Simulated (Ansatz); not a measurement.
## Molecular dynamics of Ba4Y2F13, charge +1

input.yaml

```yaml
crystal:
  lattice:
    - [6.911814, -3.402184, 0.0]
    - [6.911814, 3.402184, 0.0]
    - [-4.770086, 0.0, 6.709444]
  atoms:
    - { symbol: Ba, position: [0.673338, 0.685639, 0.260892] }
    - { symbol: Ba, position: [0.685639, 0.673338, 0.760892] }
    - { symbol: Ba, position: [0.314361, 0.326662, 0.239108] }
    - { symbol: Ba, position: [0.326662, 0.314361, 0.739108] }
    - { symbol: "Y", position: [0.985186, 0.014814, 0.25] }
    - { symbol: "Y", position: [0.014814, 0.985186, 0.75] }
    - { symbol: F, position: [0.697361, 0.930327, 0.139533] }
    - { symbol: F, position: [0.930327, 0.697361, 0.639533] }
    - { symbol: F, position: [0.221391, 0.942519, 0.072755] }
    - { symbol: F, position: [0.36633, 0.885795, 0.453948] }
    - { symbol: F, position: [0.634661, 0.365339, 0.25] }
    - { symbol: F, position: [0.114205, 0.63367, 0.046052] }
    - { symbol: F, position: [0.885795, 0.36633, 0.953948] }
    - { symbol: F, position: [0.057481, 0.778609, 0.427245] }
    - { symbol: F, position: [0.365339, 0.634661, 0.75] }
    - { symbol: F, position: [0.63367, 0.114205, 0.546052] }
    - { symbol: F, position: [0.778609, 0.057481, 0.927245] }
    - { symbol: F, position: [0.069673, 0.302639, 0.360467] }
    - { symbol: F, position: [0.302639, 0.069673, 0.860467] }
total_charge: 1
basis:
  ecutwfc: 420.0
kpoints:
  mp_grid: { grid: [2, 2, 1] }
hamiltonian:
  xc: pbesol
scf:
  occupations: { method: fermi_dirac, width: 0.05 }
  lower_state_search: "off"
md:
  timestep: 2
  n_steps: 180
  ensemble: nvt_langevin
  temperature: 1500.0
  initial_velocities: maxwell_boltzmann
  seed: 889178
  friction: 0.02
```

Run as:

```bash
$ ansatz run input.yaml --threads 1 --pin off --max-ram 3072MiB --backend cpu --events-out ev --progress --plain --runs-dir out
```

It starts from an unrelaxed structure (largest force component 2.36 eV/Å).

Output, in part (step lines):

```
md step     0: t =     0.00 fs  T =  1421.1 K  F+E_penalty+E_count = -41492.51972567 eV  E_kin = 3.490020 eV  (10 SCF iters)
md step     1: t =     2.00 fs  T =  1485.1 K  F+E_penalty+E_count = -41492.44583513 eV  E_kin = 3.647246 eV  (8 SCF iters)
md step     2: t =     4.00 fs  T =  1318.2 K  F+E_penalty+E_count = -41492.33530299 eV  E_kin = 3.237527 eV  (8 SCF iters)
md step     3: t =     6.00 fs  T =  1102.6 K  F+E_penalty+E_count = -41492.22353229 eV  E_kin = 2.707912 eV  (8 SCF iters)
md step     4: t =     8.00 fs  T =  1051.7 K  F+E_penalty+E_count = -41492.13976181 eV  E_kin = 2.582963 eV  (7 SCF iters)
md step     5: t =    10.00 fs  T =  1002.5 K  F+E_penalty+E_count = -41492.07823425 eV  E_kin = 2.462012 eV  (7 SCF iters)
md step     6: t =    12.00 fs  T =   987.9 K  F+E_penalty+E_count = -41492.02050628 eV  E_kin = 2.426251 eV  (6 SCF iters)
md step     7: t =    14.00 fs  T =  1030.9 K  F+E_penalty+E_count = -41491.95689438 eV  E_kin = 2.531897 eV  (7 SCF iters)
[... lines left out ...]
md step   179: t =   358.00 fs  T =  1476.5 K  F+E_penalty+E_count = -41490.88775553 eV  E_kin = 3.626254 eV  (7 SCF iters)
md step   180: t =   360.00 fs  T =  1614.9 K  F+E_penalty+E_count = -41490.84147013 eV  E_kin = 3.965976 eV  (8 SCF iters)
```

The steps, from the saved trajectory:

```
time (fs)  T (K)  potential energy less start (eV)
      0.0   1421                             0.000
     12.0    988                             0.499
     24.0   1100                             0.780
     36.0    967                             0.959
     48.0   1059                             1.026
     60.0    867                             1.433
     72.0   1451                             0.792
     84.0   1681                             1.069
     96.0   1475                             1.767
    108.0   1402                             1.258
    120.0   1682                             0.840
    132.0   1439                             0.969
    144.0    951                             1.371
    156.0    888                             1.259
    168.0   1147                             0.723
    180.0    872                             0.766
    192.0   1171                             0.891
    204.0   1118                             1.301
    216.0   1351                             1.786
    228.0   1134                             2.108
    240.0   1305                             1.871
    252.0   1439                             1.627
    264.0   1125                             1.990
    276.0   1537                             1.628
    288.0   1451                             2.022
    300.0    855                             3.327
    312.0    857                             3.388
    324.0   1898                             2.008
    336.0   1435                             1.601
    348.0   1731                             1.579
    360.0   1615                             1.678
```

All steps were run. The mean temperature of the second half is 13 % below the set value. A run of 0.36 ps of so small a system gives no equilibrium averages. Limits of this set-up: coarse k mesh, charged cell in a uniform background, uncorrected.

Mean squared displacements from the first frame to the last, about the centre of mass: Ba 0.13 Å², Y 0.15 Å², F 0.41 Å².

Last frame:

```xyz
19
Lattice="6.9118 -3.4022 0.0000 6.9118 3.4022 0.0000 -4.7701 0.0000 6.7094" Properties=species:S:1:pos:R:3
Ba 7.574 0.091 1.688
Ba 5.359 0.370 5.029
Ba 3.122 0.440 1.949
Ba 0.887 0.001 4.763
Y 5.545 -3.503 1.562
Y 3.085 3.772 5.278
F 10.136 -0.236 0.633
F 7.670 -0.490 4.240
F 7.816 2.709 0.677
F 6.542 1.810 3.188
F 5.215 -1.055 2.717
F 5.266 1.512 0.578
F 3.563 -1.423 6.349
F 4.320 3.100 3.312
F 3.078 1.142 4.730
F 2.679 -1.468 3.650
F 1.018 -2.231 6.582
F 0.615 1.109 2.271
F -1.848 -0.790 5.978
```

Time of the run: 20 min on 1 thread of Arm Neoverse V1, on a shared host, peak memory 0.71 GiB.
